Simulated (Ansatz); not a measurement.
# CH6OSSi: basis-set convergence

One table from this session's results is given with a row withheld; the runs are named, their logs left out.

The runs use Ansatz 0.2.0, Gaussian basis; one geometry, several basis sets.

Levels to be run: PBE0-D4/def2-SVP; ωB97M-V/def2-SVP; PBE0-D4/def2-QZVPP; ωB97M-V/def2-QZVPP; the functionals' def2-TZVPP values are taken from earlier runs.

## The relaxed structure

The geometry comes from an earlier relaxation with PBE0-D4 in a triple-zeta def2 set; it is a stationary point, not always the lowest conformer.

SMILES `[SiH3]OCS`, 10 atoms, charge 0, spin multiplicity 1.

Atoms are counted from 1 here; the program's logs count them from 0.

Bond lengths: Si1–O2 1.649 Å, Si1–H5 1.479 Å, Si1–H6 1.489 Å, Si1–H7 1.489 Å, O2–C3 1.400 Å, C3–S4 1.798 Å, C3–H8 1.096 Å, C3–H9 1.095 Å, S4–H10 1.343 Å. Angles: O2–Si1–H5 106.2°, O2–Si1–H6 110.5°, O2–Si1–H7 110.7°, H5–Si1–H6 110.6°, H5–Si1–H7 110.7°, H6–Si1–H7 108.2°, Si1–O2–C3 122.6°, O2–C3–S4 112.1°, O2–C3–H8 111.3°, O2–C3–H9 111.0°, S4–C3–H8 104.6°, S4–C3–H9 109.2°, H8–C3–H9 108.3°, C3–S4–H10 96.4°.

Set-up of the first run:

File in.yaml:

```yaml
crystal:
  periodic: [false, false, false]
  atoms:
    - {symbol: Si, position_ang: [0.135726, 1.632872, -0.205137]}
    - {symbol: O, position_ang: [-0.139493, 0.055515, -0.600053]}
    - {symbol: C, position_ang: [-0.245312, -0.955032, 0.363495]}
    - {symbol: S, position_ang: [-0.553054, -2.565173, -0.374832]}
    - {symbol: H, position_ang: [0.206574, 2.372741, -1.483953]}
    - {symbol: H, position_ang: [1.412839, 1.766492, 0.549625]}
    - {symbol: H, position_ang: [-0.964603, 2.160814, 0.647822]}
    - {symbol: H, position_ang: [-1.102165, -0.786177, 1.026352]}
    - {symbol: H, position_ang: [0.659483, -1.007649, 0.977354]}
    - {symbol: H, position_ang: [0.673004, -2.725604, -0.897873]}
basis:
  gaussian: {orbitals: def2-SVP}
hamiltonian: {xc: pbe0, dispersion: d4}
output: {orbitals: {seedname: orbitals}}
```

Started as:

```console
> ansatz run in.yaml --threads 2 --pin off --events-out ev --progress --plain --max-ram 4352MiB
```

Steps of the session up to this table: PBE0-D4 in def2-SVP; ωB97M-V in def2-SVP; PBE0-D4 in def2-QZVPP; ωB97M-V in def2-QZVPP.

One table of the session follows, with a row left open; its other results are not shown here.

```
functional       basis  HOMO (eV)  LUMO (eV)
   PBE0-D4    def2-SVP      -7.06       0.56
   PBE0-D4  def2-TZVPP      -7.22       0.03
   PBE0-D4  def2-QZVPP          ?          ?
   ωB97M-V    def2-SVP      -9.29       2.46
   ωB97M-V  def2-TZVPP      -9.48       1.70
   ωB97M-V  def2-QZVPP      -9.52       1.30
```

**Question.** Estimate the row for PBE0-D4, def2-QZVPP.

As computed: HOMO (eV): -7.26; LUMO (eV): -0.16. In the column «HOMO (eV)» it lies between ωB97M-V, def2-SVP (-9.29) and PBE0-D4, def2-TZVPP (-7.22).
